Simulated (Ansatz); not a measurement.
# Sn26H34 off rod (Sn24AsH34−): geometry, orbitals and charge

What does Sn26H34 off rod (Sn24AsH34−) look like as a singlet, and where do its frontier electrons sit?

Computed with Ansatz 0.2.0, Gaussian basis. Level: RKS PBE0-D4/def2-TZVP.

Levels to be run: relaxation at r2SCAN-D4/def2-SVP; a single point at PBE0-D4/def2-TZVP.

3 further runs of the same task are left out: 2 for a known fault of the program, 1 set aside as unsound or not needed. Runs told in other sessions of the task aren't counted.

### Step 1. Where the work starts

59 atoms, charge -1, spin multiplicity 1.

Atoms are counted from 1 here; the program's logs count them from 0.

Bond lengths: Sn1–Sn13 2.798 Å, Sn1–Sn17 2.813 Å, Sn1–H26 1.710 Å, Sn1–H27 1.723 Å, Sn2–Sn16 2.799 Å, Sn2–Sn18 2.805 Å, Sn2–H28 1.769 Å, Sn2–H29 1.694 Å, Sn3–Sn14 2.811 Å, Sn3–Sn19 2.832 Å, Sn3–Sn20 2.793 Å, Sn3–H30 1.713 Å, Sn4–Sn16 2.803 Å, Sn4–Sn19 2.792 Å, Sn4–Sn21 2.797 Å, Sn4–H31 1.729 Å, As5–Sn13 2.827 Å, As5–Sn14 2.796 Å and more. Angles: Sn13–Sn1–Sn17 110.2°, Sn13–Sn1–H26 109.0°, Sn13–Sn1–H27 109.6°, Sn17–Sn1–H26 110.4°, Sn17–Sn1–H27 109.8°, H26–Sn1–H27 107.8°, Sn16–Sn2–Sn18 109.6°, Sn16–Sn2–H28 109.1°, Sn16–Sn2–H29 110.6°, Sn18–Sn2–H28 109.4°, Sn18–Sn2–H29 109.8°, H28–Sn2–H29 108.3°, Sn14–Sn3–Sn19 108.5°, Sn14–Sn3–Sn20 109.9°, Sn14–Sn3–H30 109.9°, Sn19–Sn3–Sn20 108.8°, Sn19–Sn3–H30 109.9°, Sn20–Sn3–H30 109.8° and more.

Sn takes a core potential in the def2 sets. No spin-orbit coupling is included. The ion is computed in the gas phase, without counter-ions or solvent.

The start is a built from a lattice or polyhedron geometry.

### Step 2. Optimising with r2SCAN-D4/def2-SVP

in.yaml

```yaml
crystal:
  periodic: [false, false, false]
  atoms:
    - {symbol: Sn, position_ang: [-2.084800, -4.387700, 1.600000]}
    - {symbol: Sn, position_ang: [1.135500, -4.386400, -1.643300]}
    - {symbol: Sn, position_ang: [-2.098100, 2.098700, -4.889500]}
    - {symbol: Sn, position_ang: [1.159400, -1.154600, -4.886800]}
    - {symbol: As, position_ang: [-2.101000, -1.157400, -1.657200]}
    - {symbol: Sn, position_ang: [-2.081000, 2.090600, 1.590600]}
    - {symbol: Sn, position_ang: [1.143300, -1.158900, 1.595100]}
    - {symbol: Sn, position_ang: [1.150900, 2.109400, -1.634900]}
    - {symbol: Sn, position_ang: [-2.130700, -1.183300, 4.837400]}
    - {symbol: Sn, position_ang: [1.148700, 2.093200, 4.843300]}
    - {symbol: Sn, position_ang: [4.431800, -1.171700, -1.655700]}
    - {symbol: Sn, position_ang: [4.430600, 2.099700, 1.604900]}
    - {symbol: Sn, position_ang: [-3.720200, -2.802200, -0.025000]}
    - {symbol: Sn, position_ang: [-3.710900, 0.449100, -3.282700]}
    - {symbol: Sn, position_ang: [-3.713600, 0.453300, 3.216000]}
    - {symbol: Sn, position_ang: [-0.466100, -2.777000, -3.280100]}
    - {symbol: Sn, position_ang: [-0.458600, -2.764100, 3.222300]}
    - {symbol: Sn, position_ang: [2.765200, -2.766500, -0.035000]}
    - {symbol: Sn, position_ang: [-0.454300, 0.451400, -6.503800]}
    - {symbol: Sn, position_ang: [-0.467800, 3.693800, -3.277200]}
    - {symbol: Sn, position_ang: [2.778300, 0.471600, -3.287200]}
    - {symbol: Sn, position_ang: [-0.484100, 3.715500, 3.210500]}
    - {symbol: Sn, position_ang: [2.781000, 0.478900, 3.192800]}
    - {symbol: Sn, position_ang: [2.781300, 3.730900, -0.032000]}
    - {symbol: Sn, position_ang: [-0.479700, 0.478800, 6.466300]}
    - {symbol: H, position_ang: [-3.069600, -5.398200, 2.565800]}
    - {symbol: H, position_ang: [-1.098600, -5.399700, 0.613600]}
    - {symbol: H, position_ang: [2.150900, -5.417500, -2.661000]}
    - {symbol: H, position_ang: [0.175200, -5.382800, -0.666600]}
    - {symbol: H, position_ang: [-3.083100, 3.089700, -5.881000]}
    - {symbol: H, position_ang: [2.161200, -2.144200, -5.889500]}
    - {symbol: H, position_ang: [-3.086900, 3.098900, 0.568200]}
    - {symbol: H, position_ang: [-3.085100, -2.147500, 5.811700]}
    - {symbol: H, position_ang: [2.153000, 3.073300, 5.846000]}
    - {symbol: H, position_ang: [5.391200, -2.138000, -2.624800]}
    - {symbol: H, position_ang: [5.398800, -0.175100, -0.679700]}
    - {symbol: H, position_ang: [5.419300, 1.095300, 0.591600]}
    - {symbol: H, position_ang: [5.395200, 3.080200, 2.600800]}
    - {symbol: H, position_ang: [-4.705000, -3.770300, -1.031300]}
    - {symbol: H, position_ang: [-4.698500, -1.800000, 0.975500]}
    - {symbol: H, position_ang: [-4.682700, -0.548400, -4.302500]}
    - {symbol: H, position_ang: [-4.696300, 1.498800, -2.294500]}
    - {symbol: H, position_ang: [-4.724300, -0.516700, 2.211800]}
    - {symbol: H, position_ang: [-4.713100, 1.455300, 4.218500]}
    - {symbol: H, position_ang: [-1.466600, -3.766400, -4.268200]}
    - {symbol: H, position_ang: [0.512900, -3.775300, 4.196300]}
    - {symbol: H, position_ang: [3.770600, -3.787400, 0.949100]}
    - {symbol: H, position_ang: [-1.438700, -0.526300, -7.511400]}
    - {symbol: H, position_ang: [0.533200, 1.454200, -7.514000]}
    - {symbol: H, position_ang: [0.531900, 4.709800, -4.282900]}
    - {symbol: H, position_ang: [-1.448000, 4.696700, -2.295300]}
    - {symbol: H, position_ang: [3.757000, 1.454700, -4.241100]}
    - {symbol: H, position_ang: [0.507900, 4.707900, 2.192400]}
    - {symbol: H, position_ang: [-1.460600, 4.719000, 4.207000]}
    - {symbol: H, position_ang: [3.761100, -0.522100, 4.221000]}
    - {symbol: H, position_ang: [1.794400, 4.735100, 0.968700]}
    - {symbol: H, position_ang: [3.761700, 4.703700, -1.021600]}
    - {symbol: H, position_ang: [-1.458900, 1.460100, 7.458200]}
    - {symbol: H, position_ang: [0.500500, -0.513100, 7.446900]}
basis:
  gaussian: {orbitals: def2-SVP, fitting: {mean_field: def2-universal-jkfit}}
total_charge: -1
hamiltonian: {xc: r2scan, dispersion: d4}
scf: {lower_state_search: "off"}
output: {orbitals: {seedname: orbitals}}
relax: {f_tol: 0.03, max_steps: 70}
```

Started as:

```bash
ansatz run in.yaml --threads 11 --pin off --events-out ev --progress --plain --max-ram 174080MiB --backend cuda --devices 0, --max-vram 75GiB
```

After this run come: Single point, PBE0-D4/def2-TZVP.

Before running them: what should the planned runs give, taken together? Wanted: point group; commonest bond, hydrogen aside; HOMO, LUMO at PBE0-D4/def2-TZVP.

As calculated:

| quantity | value |
| --- | --- |
| point group | C1 |
| commonest bond, hydrogen aside | Sn–Sn, 29 of mean length 2.822 Å |
| HOMO, LUMO at PBE0-D4/def2-TZVP | -3.48, -0.24 eV |

**Reading.** The relaxation broke 0 and made 1 bonds, so the end is another structure than the start. No usable vibrations, so a minimum isn't proven. Whether this spin is the lowest isn't tested here. The point group is read from a loosely relaxed geometry; soft torsions can leave it below the true symmetry.
